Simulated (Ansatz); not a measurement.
## La, space group Im-3m: a band structure, step by step

Computed with Ansatz 0.2.0 through its Python package.

Notebook, run cell by cell (the value of a cell's last expression is shown):

**Cell 1**
```python
import json

import ansatz as az
from ase import Atoms
import numpy as np
```

**Cell 2**
```python
FUNCTIONAL = "PBEsol"
VDW = "D3(BJ)"
FILLING = "gaussian"
WIDTH_EV = 0.1
EXTRA_BANDS = 10
```

**Cell 3**
```python
atoms = Atoms(
    ["La"],
    scaled_positions=[
        (0.0, 0.0, 0.0),
    ],
    cell=[
        (-2.12383107, 2.12383107, 2.12383107),
        (2.12383107, -2.12383107, 2.12383107),
        (2.12383107, 2.12383107, -2.12383107),
    ],
    pbc=True,
)
system = az.Crystal.from_ase(atoms)

len(system.resolved().sites)
```
Output:
```text
1
```

**Cell 4**
```python
# vertices of the path, as fractions of the reciprocal vectors
path = [
    ("G", (0.0, 0.0, 0.0)),
    ("H", (0.5, -0.5, 0.5)),
    ("N", (0.0, 0.0, 0.5)),
    ("G", (0.0, 0.0, 0.0)),
    ("P", (0.25, 0.25, 0.25)),
    ("H", (0.5, -0.5, 0.5)),
]
job = system.calculation()
job = job.functional(FUNCTIONAL, dispersion=VDW).basis(17 * az.Ha)
job = job.kpoints(8)
job = job.occupations(FILLING, width=WIDTH_EV)
job = job.band_structure([point for _, point in path], intervals=8)
job = job.scf(extra_bands=EXTRA_BANDS)
out = job.run(threads=1, backend="cpu")
rep = out.report

rep["n_iterations"], rep["closed_by"]
```
Output:
```text
(6, 'deck_thresholds')
```

**Cell 5**
```python
print(f"free energy      {rep['free_energy_ev']:.5f} eV")
print(f"per atom         {rep['free_energy_ev'] / len(out.lattice.sites):.5f} eV")
print(f"SCF iterations   {rep['n_iterations']}  (converged: {rep['converged']})")

keep = ["free_energy_ev", "energy_sigma0_ev", "fermi_energy_ev", "n_iterations", "converged", "magnetization_mub", "n_kpoints"]
with open("la.json", "w") as handle:
    json.dump({key: rep[key] for key in keep}, handle, indent=1)
```
Output:
```text
free energy      -6161.60828 eV
per atom         -6161.60828 eV
SCF iterations   6  (converged: True)
```

**Cell 6**
```python
bands = out.band_structure()
fermi = bands.fermi_energy_ev
print(f"zero of the bands: {fermi:.3f} eV, the Fermi level found on the SCF mesh")
for spin, channel in enumerate(bands.channels):
    levels = channel.eigenvalues_ev - fermi
    crossing = [b for b in range(levels.shape[1]) if levels[:, b].min() < 0 < levels[:, b].max()]
    print(f"channel {spin}: bands that cross the Fermi level on this path:", [b + 1 for b in crossing] or "none")
    shown = crossing or sorted(np.argsort(np.abs(levels).min(axis=0))[:2])
    for k, row in zip(bands.kpoints_frac, levels[:, shown]):
        print(f"{k[0]:7.3f} {k[1]:7.3f} {k[2]:7.3f}  ", " ".join(f"{e:8.3f}" for e in row))
```
Output:
```text
zero of the bands: 10.492 eV, the Fermi level found on the SCF mesh
channel 0: bands that cross the Fermi level on this path: [5, 6, 7]
  0.000   0.000   0.000     -3.244    1.393    1.393
  0.062  -0.062   0.062     -3.004    1.144    1.144
  0.125  -0.125   0.125     -2.352    0.966    0.966
  0.187  -0.187   0.187     -1.482    0.406    0.959
  0.250  -0.250   0.250     -0.714   -0.269    1.124
  0.312  -0.312   0.312     -0.892   -0.535    1.367
  0.375  -0.375   0.375     -1.375   -1.017    1.492
  0.437  -0.437   0.437     -1.676   -1.561    1.508
  0.500  -0.500   0.500     -1.778   -1.778    1.514
  0.437  -0.437   0.500     -1.712   -1.681    1.510
  0.375  -0.375   0.500     -1.529   -1.397    1.477
  0.312  -0.312   0.500     -1.278   -0.943    1.299
  0.250  -0.250   0.500     -1.087   -0.349    1.034
  0.187  -0.187   0.500     -1.148    0.329    0.640
  0.125  -0.125   0.500     -1.421    0.224    0.974
  0.062  -0.062   0.500     -1.675   -0.063    1.332
  0.000   0.000   0.500     -1.772   -0.164    1.397
  0.000   0.000   0.437     -1.740   -0.127    1.393
  0.000   0.000   0.375     -1.671   -0.017    1.195
  0.000   0.000   0.312     -1.662    0.159    0.801
  0.000   0.000   0.250     -1.875    0.388    0.579
  0.000   0.000   0.187     -2.315    0.654    0.668
  0.000   0.000   0.125     -2.786    0.918    0.932
  0.000   0.000   0.062     -3.123    1.188    1.195
  0.000   0.000   0.000     -3.244    1.393    1.393
  0.031   0.031   0.031     -3.064    1.123    1.123
  0.062   0.062   0.062     -2.578    0.751    0.751
  0.094   0.094   0.094     -1.905    0.379    0.379
  0.125   0.125   0.125     -1.160    0.098    0.098
  0.156   0.156   0.156     -0.427   -0.032   -0.032
  0.187   0.187   0.187      0.002    0.002    0.208
  0.219   0.219   0.219      0.173    0.173    0.582
  0.250   0.250   0.250      0.408    0.408    0.408
  0.281   0.156   0.281     -0.162    0.597    0.597
  0.312   0.062   0.312     -0.604    0.598    0.598
  0.344  -0.031   0.344     -0.636    0.315    0.315
  0.375  -0.125   0.375     -0.200   -0.200   -0.189
  0.406  -0.219   0.406     -0.792   -0.792    0.597
  0.437  -0.312   0.437     -1.310   -1.310    1.277
  0.469  -0.406   0.469     -1.657   -1.657    1.504
  0.500  -0.500   0.500     -1.778   -1.778    1.514
```

File `la.json` afterwards:
```json
{
 "free_energy_ev": -6161.608284029369,
 "energy_sigma0_ev": -6161.599918843453,
 "fermi_energy_ev": 10.49154116438535,
 "n_iterations": 6,
 "converged": true,
 "magnetization_mub": 0.0,
 "n_kpoints": 29
}
```

What to keep in mind:
- Absolute energies stand on the zero of these potentials, so only differences at equal settings mean something.
- The computed bands are complete only to about 3.0 eV above the Fermi level.
- Dispersion corrections can be off by several per cent in the lattices of metals, and by several GPa in the pressure at a fixed cell.
- The mesh is modest for a metal, so energies can be off by several to tens of meV an atom and pressures by half a GPa or more; differences at equal mesh fare better.
- This isn't the structure that La takes at ambient conditions.
- Levels are Kohn-Sham eigenvalues on this mesh, without spin-orbit coupling.
- Hardware and time: 2.1 s on 1 thread of Arm Neoverse V1 (shared host), peak memory 0.34 GiB.

(Lines on the test bed's own set-up are left out of the output.)
